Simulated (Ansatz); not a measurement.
Turn this script for Ansatz's Python interface into the input file that the command-line program reads.

Script `rb2sccucl6_analyse.py`:
```python
'''Electronic structure of Rb2ScCuCl6, looked at from several sides.'''

from collections import Counter
from pathlib import Path
import argparse
import json
import warnings

import ansatz
from ase import Atoms
from ase.io import write
import numpy as np
from pymatgen.core import Structure
from pymatgen.symmetry.analyzer import SpacegroupAnalyzer

parser = argparse.ArgumentParser(description='Electronic structure of Rb2ScCuCl6, looked at from several sides.')
parser.add_argument('--filling', required=True, help='how the bands are filled')
parser.add_argument('--scf-tol', type=float, default=1e-06, help='SCF control')
parser.add_argument('--extra-bands', type=int, default=2, help='SCF control')
args = parser.parse_args()


def main() -> None:
    warnings.simplefilter('ignore', ansatz.DeckWarning)

    vectors = np.array([
        [0.0, 5.081525, 5.081525],
        [5.081525, 0.0, 5.081525],
        [5.081525, 5.081525, 0.0],
    ])
    rb2sccucl6 = (
        ansatz.Lattice.of(vectors)
        .atom('Rb', (0.75, 0.75, 0.75))
        .atom('Rb', (0.25, 0.25, 0.25))
        .atom('Sc', (0.0, 0.0, 0.0))
        .atom('Cu', (0.5, 0.5, 0.5))
        .atom('Cl', (0.752627, 0.247373, 0.247373))
        .atom('Cl', (0.247373, 0.247373, 0.752627))
        .atom('Cl', (0.247373, 0.752627, 0.752627))
        .atom('Cl', (0.247373, 0.752627, 0.247373))
        .atom('Cl', (0.752627, 0.247373, 0.752627))
        .atom('Cl', (0.752627, 0.752627, 0.247373))
    )

    calculation = rb2sccucl6.calculation()
    calculation = calculation.functional(ansatz.Functional.LDA)
    calculation = calculation.pseudopotentials('nc')
    calculation = calculation.kpoints(2, center='gamma').occupations(args.filling)
    calculation = calculation.scf(tolerance=args.scf_tol, extra_bands=args.extra_bands, lower_state_search='light').density()
    calculation = calculation.potential().electron_localization_function()
    calculation = calculation.output_files(volumetric_format='npy')
    calculation = calculation.stress()
    outcome = calculation.run(events_out='events.ndjson')
    summary = outcome.report
    with open('events.ndjson') as stream:
        kinds = Counter(json.loads(line)['event'] for line in stream)
    print('events:', {kind: kinds[kind] for kind in ('scf_iter', 'scf_done', 'notice', 'finished')})

    print(f'free energy      {summary["free_energy_ev"]:.5f} eV')
    print(f'per atom         {summary["free_energy_ev"] / len(outcome.lattice.sites):.5f} eV')
    print(f'SCF iterations   {summary["n_iterations"]}  (converged: {summary["converged"]})')

    folder = Path(outcome.write_results('fields'))
    print('densities in e/A^3, potentials in eV, ELF without unit')
    for name in sorted(p.name for p in folder.glob('*.npy')):
        field = np.load(folder / name)
        print(f'{name:16s} {str(field.shape):16s} min {field.min():10.4f}  mean {field.mean():10.4f}  max {field.max():10.4f}')

    # principal values and the von Mises stress of the deviator
    principal = np.linalg.eigvalsh(np.array(summary['stress_gpa']))
    mises = np.sqrt(0.5 * sum((principal[i] - principal[i - 1]) ** 2 for i in range(3)))
    print('principal stresses (GPa, compression positive):', np.round(principal, 3))
    print(f'mean {principal.mean():.3f} GPa, von Mises {mises:.3f} GPa, PV = {principal.mean() * summary["setup"]["cell_volume_ang3"] / 160.21766:.4f} eV')

    final = Structure(outcome.lattice.cell_ang, [s.symbol for s in outcome.lattice.sites], [s.position_frac for s in outcome.lattice.sites])
    analyser = SpacegroupAnalyzer(final, symprec=0.01)
    standard = analyser.get_conventional_standard_structure()
    print(analyser.get_crystal_system(), analyser.get_space_group_symbol(), len(standard), 'atoms in the conventional cell')
    print('a b c (A):', [round(x, 4) for x in standard.lattice.abc], ' angles:', [round(x, 2) for x in standard.lattice.angles])
    print(f'mass density {float(final.density):.3f} g/cm^3')

    image = Atoms([s.symbol for s in outcome.lattice.sites], positions=[s.position_ang for s in outcome.lattice.sites], cell=outcome.lattice.cell_ang, pbc=True)
    write('final.extxyz', image)

    print(calculation.to_python())

    # count neighbours out to a fixed multiple of the shortest distance
    for index, (site, neighbours) in enumerate(zip(final, final.get_all_neighbors(5.5))):
        first = min(n.nn_distance for n in neighbours)
        shell = [n for n in neighbours if n.nn_distance < 1.15 * first]
        mean = sum(n.nn_distance for n in shell) / len(shell)
        print(f'atom {index} {site.specie.symbol}: {len(shell)} neighbours within 1.15 of the shortest distance, mean {mean:.3f} A')


if __name__ == '__main__':
    main()
```

Running `python rb2sccucl6_analyse.py --filling fixed` prints:
```text
events: {'scf_iter': 9, 'scf_done': 1, 'notice': 2, 'finished': 1}
free energy      -10641.57829 eV
per atom         -1064.15783 eV
SCF iterations   9  (converged: True)
densities in e/A^3, potentials in eV, ELF without unit
elf.npy          (90, 90, 90)     min     0.0000  mean     0.3298  max     0.8948
rho.npy          (90, 90, 90)     min     0.0086  mean     0.3429  max    29.4356
v_es.npy         (90, 90, 90)     min  -201.6117  mean     2.4214  max     9.7079
v_tot.npy        (90, 90, 90)     min  -272.3534  mean    -6.7601  max     5.4812
principal stresses (GPa, compression positive): [-4.15 -4.15 -4.15]
mean -4.150 GPa, von Mises 0.000 GPa, PV = -6.7969 eV
cubic Fm-3m 40 atoms in the conventional cell
a b c (A): [10.1631, 10.1631, 10.1631]  angles: [90.0, 90.0, 90.0]
mass density 3.114 g/cm^3
(
    az.Lattice.of(((0.0, 5.081525, 5.081525), (5.081525, 0.0, 5.081525), (5.081525, 5.081525, 0.0)))
    .atom("Rb", (0.75, 0.75, 0.75))
    .atom("Rb", (0.25, 0.25, 0.25))
    .atom("Sc", (0.0, 0.0, 0.0))
    .atom("Cu", (0.5, 0.5, 0.5))
    .atom("Cl", (0.752627, 0.247373, 0.247373))
    .atom("Cl", (0.247373, 0.247373, 0.752627))
    .atom("Cl", (0.247373, 0.752627, 0.752627))
    .atom("Cl", (0.247373, 0.752627, 0.247373))
    .atom("Cl", (0.752627, 0.247373, 0.752627))
    .atom("Cl", (0.752627, 0.752627, 0.247373))
    .calculation()
    .kpoints(2, 2, 2, shift=(0.0, 0.0, 0.0))
    .functional("lda")
    .pseudopotentials(kind="nc")
    .scf(extra_bands=2, tolerance=1e-06, lower_state_search="light")
    .occupations(method="fixed")
    .density()
    .potential()
    .output_files(volumetric_format="npy")
    .electron_localization_function()
    .stress()
)

atom 0 Rb: 12 neighbours within 1.15 of the shortest distance, mean 3.593 A
atom 1 Rb: 12 neighbours within 1.15 of the shortest distance, mean 3.593 A
atom 2 Sc: 6 neighbours within 1.15 of the shortest distance, mean 2.514 A
atom 3 Cu: 6 neighbours within 1.15 of the shortest distance, mean 2.567 A
atom 4 Cl: 2 neighbours within 1.15 of the shortest distance, mean 2.541 A
atom 5 Cl: 2 neighbours within 1.15 of the shortest distance, mean 2.541 A
atom 6 Cl: 2 neighbours within 1.15 of the shortest distance, mean 2.541 A
atom 7 Cl: 2 neighbours within 1.15 of the shortest distance, mean 2.541 A
atom 8 Cl: 2 neighbours within 1.15 of the shortest distance, mean 2.541 A
atom 9 Cl: 2 neighbours within 1.15 of the shortest distance, mean 2.541 A
```

`input.yaml`:
```yaml
crystal:
  lattice:
    - [0.0, 5.081525, 5.081525]
    - [5.081525, 0.0, 5.081525]
    - [5.081525, 5.081525, 0.0]
  atoms:
    - { symbol: Rb, position: [0.75, 0.75, 0.75] }
    - { symbol: Rb, position: [0.25, 0.25, 0.25] }
    - { symbol: Sc, position: [0.0, 0.0, 0.0] }
    - { symbol: Cu, position: [0.5, 0.5, 0.5] }
    - { symbol: Cl, position: [0.752627, 0.247373, 0.247373] }
    - { symbol: Cl, position: [0.247373, 0.247373, 0.752627] }
    - { symbol: Cl, position: [0.247373, 0.752627, 0.752627] }
    - { symbol: Cl, position: [0.247373, 0.752627, 0.247373] }
    - { symbol: Cl, position: [0.752627, 0.247373, 0.752627] }
    - { symbol: Cl, position: [0.752627, 0.752627, 0.247373] }
kpoints:
  mp_grid:
    grid: [2, 2, 2]
    shift: [0.0, 0.0, 0.0]
hamiltonian:
  xc: lda
  pseudopotentials:
    kind: nc
scf:
  n_extra_bands: 2
  convergence:
    dr2_threshold: 1.0e-06
  lower_state_search: light
  occupations:
    method: fixed
output:
  write_density: true
  write_potential: true
  volumetric_format: npy
  elf: true
  stress: true
```

What to keep in mind:
- The settings weren't tested for convergence.
- No spin polarisation was allowed.
- The k-point mesh is coarse, and energy and stress weren't tested for convergence.
- The program warned that this SCF threshold is loose for forces or stresses.
- Without a Hubbard U or exact exchange, semilocal functionals often make such 3d compounds metallic or too weakly gapped.
- Grid values close to the nuclei reflect the PAW or pseudopotential construction, not the all-electron fields.
- This cell is a computed structure, which may not be the phase found in nature.
- The script silences the warnings on its input, which a real study should read.
- The whole script took 16 s on 1 thread of Arm Neoverse V2 (shared host), peak memory 1 GiB.

(Lines on the test bed's own set-up are left out of the output.)
